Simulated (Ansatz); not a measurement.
# Ge4P3Ru: the cost of one run

Program: Ansatz 0.2.0. Level of theory: DFT PBE, scalar-relativistic, plane waves, PAW. These are calculated values, not measurements.

## Step 1: The structure to begin with

Symmetry: Pm-3m, No. 221, cubic system. The conventional cell has a = 5.233 Å, b = 5.233 Å, c = 5.233 Å, α = 90.00°, β = 90.00°, γ = 90.00°. Ge (site symmetry 4/mmm) is surrounded by 4 P at 2.62 Å and 2 Ru at 2.62 Å. Around Ge (site symmetry m-3m) lie 6 P at 2.62 Å. P (site symmetry 4/mmm) has 6 Ge at 2.62 Å as nearest neighbours. Around Ru (site symmetry m-3m) lie 6 Ge at 2.62 Å.

Coordinates:

```
Ge P Ru
1.0
     5.23349    0.00000    0.00000
     0.00000    5.23349    0.00000
     0.00000    0.00000    5.23349
Ge P Ru
4 3 1
Direct
  0.50000 0.00000 0.00000
  0.50000 0.50000 0.50000
  0.00000 0.00000 0.50000
  0.00000 0.50000 0.00000
  0.00000 0.50000 0.50000
  0.50000 0.50000 0.00000
  0.50000 0.00000 0.50000
  0.00000 0.00000 0.00000
```

The cell is invented: species swapped into a database cell of Zr4BN3 (Pm-3m, No. 221), with Ge on the Zr sites, Ru on the B sites and P on the N sites. Its size is a rough estimate.

## Step 2: The guess as it stands, on a coarse mesh

Contents of input.yaml:

```yaml
crystal:
  lattice:
    - [5.23348745, 0.0, 0.0]
    - [0.0, 5.23348745, 0.0]
    - [0.0, 0.0, 5.23348745]
  atoms:
    - { symbol: Ge, position: [0.5, 0.0, 0.0] }
    - { symbol: Ge, position: [0.5, 0.5, 0.5] }
    - { symbol: Ge, position: [0.0, 0.0, 0.5] }
    - { symbol: Ge, position: [0.0, 0.5, 0.0] }
    - { symbol: P, position: [0.0, 0.5, 0.5] }
    - { symbol: P, position: [0.5, 0.5, 0.0] }
    - { symbol: P, position: [0.5, 0.0, 0.5] }
    - { symbol: Ru, position: [0.0, 0.0, 0.0] }
basis:
  ecutwfc: 420
kpoints:
  mp_grid: { grid: [4, 4, 4] }
hamiltonian:
  xc: pbe
scf:
  occupations: { method: gaussian, width: 0.1 }
  lower_state_search: "off"
output:
  forces: true
  stress: true
  eigenvalues: true
```

The run is started by

```console
$ ansatz run input.yaml --threads 1 --pin off --max-ram 2048MiB --backend cpu --events-out ev --progress --plain --runs-dir out
```

Q: Estimate wall time and peak memory on 1 thread of Intel Xeon 6975P-C (Granite Rapids), shared host.

About 2.2 s, with a peak of 0.44 GiB.
